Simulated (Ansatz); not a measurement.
# WNH+ (sextet): the correlation ladder, def2-TZVPP

An exercise on one series of results from a longer session: the logs are not shown, and one member is left open.

Computed with Ansatz 0.2.0, Gaussian basis. Level: def2-TZVPP, core rule «outside noble gas», up to 5 orbitals frozen.

To be run: UHF; ROHF; CCSD(T) on UHF.

**The geometry**

The geometry is a PBE0/def2-TZVP stationary point (not a proven minimum) of the parent state, kept for this charge and spin. No spin-orbit coupling is included. Elements past krypton take def2 core potentials.

3 atoms, charge 1, spin multiplicity 6.

Atoms are counted from 1 here; the program's logs count them from 0.

Bond lengths: W1–N2 2.058 Å, N2–H3 1.028 Å. Angles: W1–N2–H3 115.8°.

As a file:

```
W     0.00000    0.00587    0.15762
N     0.00000   -0.13183   -1.89566
H     0.00000    0.76147   -2.40475
```

Set-up of the first run:

Input file in.yaml:

```yaml
crystal:
  periodic: [false, false, false]
  atoms:
    - {symbol: W, position_ang: [0.000000, 0.005869, 0.157615]}
    - {symbol: N, position_ang: [0.000000, -0.131830, -1.895665]}
    - {symbol: H, position_ang: [0.000000, 0.761470, -2.404753]}
basis:
  gaussian: {orbitals: def2-TZVPP}
total_charge: 1
magnetization: {spin_polarized: true, initial_magnetization: 5}
hamiltonian: {xc: hf}
output: {orbitals: {seedname: orbitals}}
```

Started as:

```sh
> ansatz run in.yaml --threads 1 --pin off --events-out ev --progress --plain --max-ram 4096MiB --backend cpu
```

Steps of the session up to this table: UHF; ROHF; CCSD(T) on UHF.

One table of the session follows, with a row left open; its other results are not shown here.

| method | from UCCSD(T) (meV) |
| --- | --- |
| ROHF | ? |
| UHF | +7881.1 |
| UMP2 | +959.3 |
| UCCSD | +380.3 |
| UCCSD(T) | 0 |

Estimate the missing values for ROHF.

**Answer.** from UCCSD(T) (meV): +8153.6. In the column «from UCCSD(T) (meV)» it is the highest.
